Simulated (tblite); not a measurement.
# C2H9OSSi2: the cost of one run

Programs: tblite 0.8.0 and PySCF 2.14.0. All values are calculated, for the isolated system unless a continuum is named. Atoms count from 0, parts from 1.

### 1 The system as given

15 atoms, charge 0, multiplicity 2; geometry: distance geometry start.

### 2 Geometry optimisation with GFN2-xTB

Job settings and geometry (Å):

```
{"job": {"kind": "relax", "xc": "GFN2-xTB", "basis": "xTB"}, "charge": 0, "multiplicity": 2}
Si    -0.559518    -0.056361    -0.296389
C     -1.110305    -0.568418     1.403366
C     -1.880168     0.987984    -1.104743
S      1.213052     1.151904    -0.218204
Si     2.898432    -0.163845    -0.034536
O     -0.234415    -1.456336    -1.266636
H     -1.056162    -1.701065     1.503798
H     -2.169464    -0.261611     1.512681
H     -0.544778    -0.068852     2.190750
H     -1.547629     2.056789    -0.998671
H     -1.900653     0.658960    -2.154366
H     -2.840475     0.778030    -0.619415
H      3.530967     0.171382     1.276270
H      2.381086    -1.527098    -0.033523
H      3.817604     0.007955    -1.135904
```

Method: GFN2-xTB geometry optimisation, gas phase.

The run is started by

```console
$ OMP_NUM_THREADS=1 python cluster_run.py task.json out
```

The driver reads the jobs from task.json and runs them one after another.

**Question.** How long does this first job take on 1 thread of Arm Neoverse V2, shared host?

About 4.4 s.
